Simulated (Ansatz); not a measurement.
# GeH2S: a ladder of functionals and wavefunction methods

One table from this session's results is given with a row withheld; the runs are named, their logs left out.

Computed with Ansatz 0.2.0, Gaussian basis. Level: functionals in def2-TZVPP, the program's frozen cores in correlated methods.

The runs, in order: LDA (SPW92), PBE-D4, revPBE-D4, BLYP-D4, r2SCAN-D4, B97M-V, PBE0-D4, B3LYP-D4, r2SCANh-D4, r2SCAN0-D4, HSE06-D4, BHLYP-D4, CAM-B3LYP-D4, LC-ωPBE, ωB97X-V, ωB97M-V, B2PLYP, PBE-QIDH; CCSD(T)/def2-SVP; CCSD(T)/def2-TZVPP; CCSD(T)/def2-QZVPP; extrapolation to the limit; RPA on PBE.

## The geometry

All runs share one geometry, relaxed beforehand with PBE0-D4 in a triple-zeta def2 set.

SMILES `[SH][GeH]`, 4 atoms, charge 0, spin multiplicity 1.

Atoms are counted from 1 here; the program's logs count them from 0.

Bond lengths: S1–Ge2 2.225 Å, S1–H3 1.342 Å, Ge2–H4 1.595 Å. Angles: Ge2–S1–H3 100.2°, S1–Ge2–H4 93.7°.

Set-up of the first run:

in.yaml

```yaml
crystal:
  periodic: [false, false, false]
  atoms:
    - {symbol: S, position_ang: [-0.443273, -1.201847, 0.271669]}
    - {symbol: Ge, position_ang: [-0.841670, 0.737867, -0.743626]}
    - {symbol: H, position_ang: [0.779209, -0.962093, 0.771177]}
    - {symbol: H, position_ang: [0.561234, 1.365874, -0.319420]}
basis:
  gaussian: {orbitals: def2-TZVPP}
hamiltonian: {xc: lda}
output: {orbitals: {seedname: orbitals}}
```

Steps of the session up to this table: LDA; PBE-D4 (GGA); revPBE-D4 (GGA); BLYP-D4 (GGA); r2SCAN-D4 (meta-GGA); B97M-V (meta-GGA); PBE0-D4 (hybrid); B3LYP-D4 (hybrid); r2SCANh-D4 (hybrid); r2SCAN0-D4 (hybrid); HSE06-D4 (hybrid); BHLYP-D4 (hybrid); CAM-B3LYP-D4 (range-separated); LC-ωPBE-D4 (range-separated; the results give it without D4); ωB97X-V (range-separated); ωB97M-V (range-separated); B2PLYP (double hybrid); PBE-QIDH (double hybrid).

One of the session's tables, all rows but one given; the rest of the session is left out.

It belongs to the step «Frontier levels by functional». 

```
  functional  HOMO (eV)  LUMO (eV)  gap (eV)
 LDA (SPW92)      -6.16      -3.57      2.59
      PBE-D4      -6.05      -3.34      2.71
   revPBE-D4      -6.01      -3.26      2.75
     BLYP-D4          ?          ?         ?
   r2SCAN-D4      -6.33      -3.29      3.04
      B97M-V      -6.29      -3.21      3.08
     PBE0-D4      -7.12      -2.58      4.53
    B3LYP-D4      -6.94      -2.78      4.16
  r2SCANh-D4      -6.71      -3.00      3.72
  r2SCAN0-D4      -7.30      -2.56      4.74
    HSE06-D4      -6.72      -2.96      3.76
    BHLYP-D4      -8.06      -1.73      6.34
CAM-B3LYP-D4      -8.40      -1.55      6.85
     LC-ωPBE      -9.70      -0.47      9.22
     ωB97X-V      -9.36      -0.54      8.82
     ωB97M-V      -9.24      -0.63      8.61
```

Estimate the missing values for BLYP-D4.

Worked estimate for «HOMO (eV)». Against the share of exact exchange, B3LYP-D4 (0.2, -6.94), BHLYP-D4 (0.5, -8.06) give a slope of -3.73 per unit share; at 0 the line stands at -6.19.

The run gave: HOMO (eV): -5.93; LUMO (eV): -3.23; gap (eV): 2.71. In «HOMO (eV)» the line misses by -0.26.
